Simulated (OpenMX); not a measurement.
Here is an OpenMX 3.8.5 calculation.

Contents of TiSn.dat:

```
System.CurrrentDirectory             ./
System.Name                          TiSn
DATA.PATH                            ./DFT_DATA13
level.of.stdout                      1
level.of.fileout                     0
Species.Number                       2
<Definition.of.Atomic.Species
  Ti  Ti7.0-s3p2d2           Ti_PBE13
  Sn  Sn7.0-s3p2d2           Sn_PBE13
Definition.of.Atomic.Species>

Atoms.Number                         2
Atoms.SpeciesAndCoordinates.Unit     FRAC
<Atoms.SpeciesAndCoordinates
    1  Ti    0.0000000000    0.0000000000    0.0000000000   6.000  6.000
    2  Sn    0.5000000000    0.5000000000    0.5000000000   7.000  7.000
Atoms.SpeciesAndCoordinates>

Atoms.UnitVectors.Unit               Ang
<Atoms.UnitVectors
     0.0000000000    2.8005500000    2.8005500000
     2.8005500000    0.0000000000    2.8005500000
     2.8005500000    2.8005500000    0.0000000000
Atoms.UnitVectors>

scf.XcType                           GGA-PBE
scf.SpinPolarization                 off
scf.ElectronicTemperature            580.226
scf.energycutoff                     500.0
scf.maxIter                          100
scf.EigenvalueSolver                 band
scf.Kgrid                            7 7 7
scf.Mixing.Type                      rmm-diisk
scf.Init.Mixing.Weight               0.05
scf.Min.Mixing.Weight                0.001
scf.Max.Mixing.Weight                0.3
scf.Mixing.History                   25
scf.Mixing.StartPulay                8
scf.criterion                        1.0e-8
scf.stress.tensor                    on
MD.Type                              nomd
```

Potentials or basis: OpenMX 2013 PBE set, Ti7.0-s3p2d2, Sn7.0-s3p2d2, grid cutoff 500 Ry.

Command:

```console
$ openmx TiSn.dat -nt 1 > TiSn.std
```

Task: What does it give for the Mulliken charges?

Result: Ti +0.04; Sn -0.04 e.

Task: Predict the band gap on the k mesh.

Result: None (metal or under the smearing width).

Caveat: the basis of atomic orbitals isn't converged, which shifts pressures, moduli and gaps.
